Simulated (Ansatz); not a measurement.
**CH₆F₂O₂Si₂: taking an electron away**

One table from this session's results is given with a row withheld; the runs are named, their logs left out.

Computed with Ansatz 0.2.0, Gaussian basis. Level: unrestricted cation, the program's frozen cores in correlated methods.

Plan: UKS PBE-D4/def2-TZVPP; UKS r2SCAN-D4/def2-TZVPP; UKS PBE0-D4/def2-TZVPP; UKS B3LYP-D4/def2-TZVPP; UKS wB97X-V/def2-TZVPP; UKS wB97M-V/def2-TZVPP; UKS B2PLYP/def2-TZVPP; UHF-CCSD(T)/def2-TZVPP; UHF-MP2/def2-QZVPP; extrapolation to the limit; then −ε(HOMO) from the neutral's earlier runs with LDA (SPW92), PBE-D4, revPBE-D4, BLYP-D4, r2SCAN-D4, B97M-V, PBE0-D4, B3LYP-D4, r2SCANh-D4, r2SCAN0-D4, HSE06-D4, BHLYP-D4, CAM-B3LYP-D4, LC-ωPBE, ωB97X-V, ωB97M-V.

### The relaxed structure

The geometry comes from an earlier relaxation with PBE0-D4 in a triple-zeta def2 set; it is a stationary point, not always the lowest conformer.

13 atoms, charge 0, spin multiplicity 1.

Atoms are counted from 1 here; the program's logs count them from 0.

Bond lengths: O1–Si2 1.635 Å, O1–H8 0.959 Å, Si2–O3 1.646 Å, Si2–C4 1.863 Å, Si2–H9 1.487 Å, O3–H10 0.959 Å, C4–Si5 1.838 Å, C4–H11 1.095 Å, C4–H12 1.096 Å, Si5–F6 1.590 Å, Si5–F7 1.599 Å, Si5–H13 1.475 Å. Angles: Si2–O1–H8 117.6°, O1–Si2–O3 107.7°, O1–Si2–C4 106.1°, O1–Si2–H9 112.1°, O3–Si2–C4 111.8°, O3–Si2–H9 108.7°, C4–Si2–H9 110.3°, Si2–O3–H10 117.2°, Si2–C4–Si5 113.5°, Si2–C4–H11 109.3°, Si2–C4–H12 108.5°, Si5–C4–H11 109.5°, Si5–C4–H12 108.5°, H11–C4–H12 107.3°, C4–Si5–F6 111.1°, C4–Si5–F7 109.1°, C4–Si5–H13 115.0°, F6–Si5–F7 105.9° and more.

The first run:

File in.yaml:

```yaml
crystal:
  periodic: [false, false, false]
  atoms:
    - {symbol: O, position_ang: [-1.032357, 0.349896, 2.313891]}
    - {symbol: Si, position_ang: [-0.537575, -0.471584, 0.989423]}
    - {symbol: O, position_ang: [0.973894, -1.049281, 1.293072]}
    - {symbol: C, position_ang: [-0.541366, 0.755631, -0.412521]}
    - {symbol: Si, position_ang: [0.785396, 0.459243, -1.649214]}
    - {symbol: F, position_ang: [0.390599, 1.062950, -3.066557]}
    - {symbol: F, position_ang: [0.950673, -1.115248, -1.873418]}
    - {symbol: H, position_ang: [-0.985960, -0.100678, 3.158635]}
    - {symbol: H, position_ang: [-1.432589, -1.617234, 0.675446]}
    - {symbol: H, position_ang: [1.267988, -1.801273, 0.775582]}
    - {symbol: H, position_ang: [-1.516985, 0.734046, -0.909785]}
    - {symbol: H, position_ang: [-0.409703, 1.760308, 0.004918]}
    - {symbol: H, position_ang: [2.108481, 0.998524, -1.284674]}
basis:
  gaussian: {orbitals: def2-TZVPP}
total_charge: 1
magnetization: {spin_polarized: true, initial_magnetization: 1}
hamiltonian: {xc: pbe, dispersion: d4}
```

Steps of the session up to this table: Cation, UKS PBE-D4/def2-TZVPP; Cation, UKS r2SCAN-D4/def2-TZVPP; Cation, UKS PBE0-D4/def2-TZVPP; Cation, UKS B3LYP-D4/def2-TZVPP; Cation, UKS wB97X-V/def2-TZVPP; Cation, UKS wB97M-V/def2-TZVPP; Cation, UKS B2PLYP (frozen core)/def2-TZVPP; Cation, UHF-CCSD(T)/def2-TZVPP; Cation, UHF-MP2/def2-QZVPP.

One table of the session follows, with a row left open; its other results are not shown here.

Orbital estimates, from the neutral's runs:

| functional | −ε(HOMO) (eV) |
| --- | --- |
| LDA (SPW92) | 7.27 |
| PBE-D4 | 7.15 |
| revPBE-D4 | 7.09 |
| BLYP-D4 | 7.07 |
| r2SCAN-D4 | 7.50 |
| B97M-V | 7.60 |
| PBE0-D4 | 8.62 |
| B3LYP-D4 | 8.41 |
| r2SCANh-D4 | 8.04 |
| r2SCAN0-D4 | 8.85 |
| HSE06-D4 | 8.21 |
| BHLYP-D4 | 10.01 |
| CAM-B3LYP-D4 | 10.05 |
| LC-ωPBE | ? |
| ωB97X-V | 11.04 |
| ωB97M-V | 10.89 |

Q: Estimate the row for LC-ωPBE from the others.

The run gave: −ε(HOMO) (eV): 11.38. In the column «−ε(HOMO) (eV)» it is the highest.
